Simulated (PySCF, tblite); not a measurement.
# C₄H₆F₂OS: infrared bands and NMR shifts

What infrared bands and NMR shifts should C₄H₆F₂OS (`CO[C@@H]1S[C@H]1C(F)F`) show?

The runs use tblite 0.8.0 and PySCF 2.14.0, with density-fitted response routines of our own; the level of theory stands in each step. All values are computed, except where a source is named. Atoms are numbered from 0 throughout.

### 1 The molecule as given

14 atoms, charge 0, multiplicity 1; geometry from: GFN2-xTB.

Bonds of the start (Å): C0–O1 1.42, O1–C2 1.35, C2–S3 1.84, S3–C4 1.80, C4–C5 1.51, C5–F6 1.35, C5–F7 1.36, C4–C2 1.48, C0–H8 1.09, C0–H9 1.09, C0–H10 1.09, C2–H11 1.09, C4–H12 1.09, C5–H13 1.10.

### 2 Infrared spectrum with GFN2-xTB

Job settings and geometry (Å):

```
{"job": {"kind": "ir", "xc": "GFN2-xTB", "basis": "xTB"}, "charge": 0, "multiplicity": 1}
C      2.548903     0.047086    -0.166368
O      1.261207     0.086092    -0.753951
C      0.242900     0.015449     0.135591
S     -0.301192    -1.646447     0.705418
C     -1.080456    -0.424972    -0.363051
C     -2.351952     0.230134     0.130817
F     -2.159985     0.897024     1.289204
F     -2.772376     1.150475    -0.771430
H      3.258433     0.157306    -0.982409
H      2.706845    -0.910621     0.339826
H      2.675917     0.862701     0.552288
H      0.276673     0.729197     0.959079
H     -1.134948    -0.703037    -1.411080
H     -3.170645    -0.490862     0.284034
```

**Question.** This job is followed by: GIAO PBE0/pcSseg-1 NMR shielding, non-relativistic, gas phase. Predict these results of the whole session: strongest single infrared mode (GFN2-xTB); zero-point energy (GFN2-xTB); 13C shifts against TMS (PBE0/pcSseg-1); 1H shifts against TMS (PBE0/pcSseg-1, means over atoms taken as alike); 17O shifts against H2O (PBE0/pcSseg-1); 33S shifts against CS2 (PBE0/pcSseg-1); 19F shifts against CFCl3 (PBE0/pcSseg-1).

**Answer**, as computed:

| quantity | value |
| --- | --- |
| strongest single infrared mode (GFN2-xTB) | 1180 cm⁻¹, 114 km/mol |
| zero-point energy (GFN2-xTB) | 60.7 kcal/mol |
| 13C shifts against TMS (PBE0/pcSseg-1) | 120.2, 78.6, 61.2, 42.1 ppm |
| 1H shifts against TMS (PBE0/pcSseg-1, means over atoms taken as alike) | 6.27, 5.08, 3.58, 3.29 ppm |
| 17O shifts against H2O (PBE0/pcSseg-1) | 63.4 ppm |
| 33S shifts against CS2 (PBE0/pcSseg-1) | -136 ppm |
| 19F shifts against CFCl3 (PBE0/pcSseg-1) | -127.3, -158.1 ppm |

In words: All 36 modes are real, so the xTB geometry is a minimum. The strongest single mode, at 1180 cm⁻¹, is spread over several atoms, O1, C2, H12 among them. GFN2-xTB is a fitted tight-binding method: band positions and strengths are rough. Its intensities can rank the bands wrongly. H13 (hydrogen on an sp3 CH bonded to 2 F) lies farthest downfield among hydrogen, at 6.27 ppm; its carbon carries F, hence the downfield position. At PBE0/pcSseg-1: The largest span, 795 ppm, is at S3, where the paramagnetic term is -417 ppm.
